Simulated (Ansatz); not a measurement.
**Bi: stress in a strained cell**

Bi is deformed so: zz strain of -3 %. What stress and forces result, by LAPW, PAW and all-electron datasets made for the crystal?

Method: DFT PBEsol, scalar-relativistic, in Ansatz 0.2.0.

## Step 1: The starting structure

Symmetry: P6_3/mmc, No. 194, hexagonal system. The conventional cell has a = 4.539 Å, b = 4.539 Å, c = 11.829 Å, α = 90.00°, β = 90.00°, γ = 120.00°.

Structure file:

```xyz
2
Lattice="4.5390 0.0000 0.0000 -2.2695 3.9309 0.0000 0.0000 0.0000 11.8290" Properties=species:S:1:pos:R:3 pbc="T T T"
Bi    0.0000    2.6206    2.9573
Bi    2.2695    1.3103    8.8718
```

Atoms are numbered in the order of the input: Bi1, Bi2.

## Step 2: The deformed structure

Space group P6_3/mmc before, P6_3/mmc after.

## Step 3: All-electron LAPW

input.yaml

```yaml
crystal:
  lattice:
    - [4.5390002997, 0.0, 0.0]
    - [-2.2695001499, 3.9308895674, 0.0]
    - [0.0, 0.0, 11.47413]
  atoms:
    - { symbol: Bi, position: [0.3333333333, 0.6666666667, 0.25] }
    - { symbol: Bi, position: [0.6666666667, 0.3333333333, 0.75] }
kpoints:
  mp_grid: { grid: [9, 9, 3] }
  band_path:
    path:
      - [0.0, 0.0, 0.0]
      - [0.5, 0.0, 0.0]
      - [0.3333333333, 0.3333333333, 0.0]
      - [0.0, 0.0, 0.0]
      - [0.0, 0.0, 0.5]
      - [0.5, 0.0, 0.5]
      - [0.3333333333, 0.3333333333, 0.5]
      - [0.0, 0.0, 0.5]
      - [0.5, 0.0, 0.5]
    npoints: 5
scf:
  occupations: { method: fermi_dirac, width: 0.03 }
hamiltonian:
  xc: pbesol
  pseudopotentials: { kind: all_electron, lapw: { basis_error: 0.0005 } }
output:
  forces: true
  stress: true
  eigenvalues: true
```

Started as:

```sh
ansatz run input.yaml --threads 1 --pin off --max-ram 3072MiB --backend cpu --events-out ev --progress --plain --runs-dir out
```

## Step 4: Frozen-core PAW

input.yaml

```yaml
crystal:
  lattice:
    - [4.5390002997, 0.0, 0.0]
    - [-2.2695001499, 3.9308895674, 0.0]
    - [0.0, 0.0, 11.47413]
  atoms:
    - { symbol: Bi, position: [0.3333333333, 0.6666666667, 0.25] }
    - { symbol: Bi, position: [0.6666666667, 0.3333333333, 0.75] }
kpoints:
  mp_grid: { grid: [9, 9, 3] }
scf:
  occupations: { method: fermi_dirac, width: 0.03 }
hamiltonian:
  xc: pbesol
  pseudopotentials: { kind: paw }
output:
  forces: true
  stress: true
  eigenvalues: true
  efg: { contact_densities: true }
  write_density: true
  write_potential: true
  elf: true
  volumetric_format: npy
```

## Step 5: All-electron PAW on datasets made for the crystal

Changes to input.yaml since step 4:

```diff
@@ -14,3 +14,3 @@
   xc: pbesol
-  pseudopotentials: { kind: paw }
+  pseudopotentials: { kind: all_electron, datasets: crystal }
 output:
@@ -20,5 +20 @@
   efg: { contact_densities: true }
-  write_density: true
-  write_potential: true
-  elf: true
-  volumetric_format: npy
```

(Steps that only read results are left out.)

Before running it: what results should come out? Wanted: pressure; largest shear or deviatoric stress.

The runs gave:

| quantity | value |
| --- | --- |
| pressure | LAPW -3.68, PAW -3.68, crystal datasets -3.68 GPa |
| largest shear or deviatoric stress (LAPW) | 3.14 GPa |

The largest part of the stress beyond the pressure is 3.14 GPa in size, in the zz component; the atoms are carried along and not relaxed. No run of the undeformed cell stands beside it, so the pressure holds what the given cell had before the change. PAW: stress within 0.01 GPa of LAPW. Crystal datasets: stress within 0.01 GPa of LAPW. Spin-orbit coupling is left out, though the cell holds Bi; in elements this heavy it can shift bands and gaps by tenths of an eV.
